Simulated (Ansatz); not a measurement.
# NH₂Br (triplet): the correlation ladder at distance Br1–H2 along a hydrogen transfer = 1.421 Å, cc-pVTZ

One table from this session's results is given with a row withheld; the runs are named, their logs left out.

The runs use Ansatz 0.2.0, Gaussian basis; cc-pVTZ, core rule «outside noble gas», up to 15 orbitals frozen.

Plan: UHF; CCSD(T) on ROHF; CCSD(T) on UHF; BCCD(T) on ROHF; CCSDT(Q) on ROHF; CCSDT(Q) on UHF; CASSCF and NEVPT2, 4 electrons in 4 orbitals; CASSCF and NEVPT2, 14 electrons in 10 orbitals.

**The system**

The geometry derives from fragments relaxed apart (PBE0/def2-TZVP) and kept rigid, so it is no stationary point. A hydrogen atom is moved between rigid fragments. No spin-orbit coupling is included. The filled d shell of Br may be among the frozen orbitals whatever the setting's name suggests; the logs give the count.

4 atoms, charge 0, spin multiplicity 3.

Atoms are counted from 1 here; the program's logs count them from 0.

Bond lengths: Br1–H2 1.421 Å, N3–H4 1.040 Å.

Set-up of the first run:

in.yaml

```yaml
crystal:
  periodic: [false, false, false]
  atoms:
    - {symbol: Br, position_ang: [-1.844420, 0.251057, 0.000000]}
    - {symbol: H, position_ang: [-0.423820, 0.251057, 0.000000]}
    - {symbol: N, position_ang: [0.999580, 0.251057, 0.000000]}
    - {symbol: H, position_ang: [1.268661, -0.753170, 0.000000]}
basis:
  gaussian: {orbitals: cc-pVTZ}
magnetization: {spin_polarized: true, initial_magnetization: 2}
hamiltonian: {xc: hf}
output: {orbitals: {seedname: orbitals}}
```

Started as:

```bash
> ansatz run in.yaml --threads 1 --pin off --events-out ev --progress --plain --max-ram 4096MiB --backend cpu
```

Among the steps run: UHF; CCSD(T) on ROHF; CCSD(T) on UHF; BCCD(T) on ROHF; CCSDT(Q) on ROHF; CCSDT(Q) on UHF; CASSCF and NEVPT2, 4 electrons in 4 orbitals; CASSCF and NEVPT2, 14 electrons in 10 orbitals.

One table of the session follows, with a row left open; its other results are not shown here.

It belongs to the step «Misses and costs». 

| method | from UCCSDT(Q) (kcal/mol) |
| --- | --- |
| ROHF | +240.71 |
| UHF | +234.75 |
| RMP2 | +30.98 |
| UMP2 | +31.19 |
| RCCSD | +8.88 |
| UCCSD | +8.71 |
| RCCSD(T) | +1.03 |
| UCCSD(T) | +0.99 |
| BCCD(T) | +1.01 |
| RCCSDT | +0.37 |
| UCCSDT | +0.31 |
| RCCSDT(Q) | +0.07 |
| UCCSDT(Q) | 0 |
| CASSCF pair | +226.25 |
| NEVPT2 pair | +31.54 |
| CASSCF valence | +210.04 |
| NEVPT2 valence | ? |

Estimate the missing values for NEVPT2 valence.

As computed: from UCCSDT(Q) (kcal/mol): +42.14. In the column «from UCCSDT(Q) (kcal/mol)» it lies between NEVPT2 pair (+31.54) and CASSCF valence (+210.04).

Limits of these values: Restricted and unrestricted rows rest on different reference determinants; where their highest levels disagree by more than a few hundredths of an eV, they describe different states and don't form one ladder.
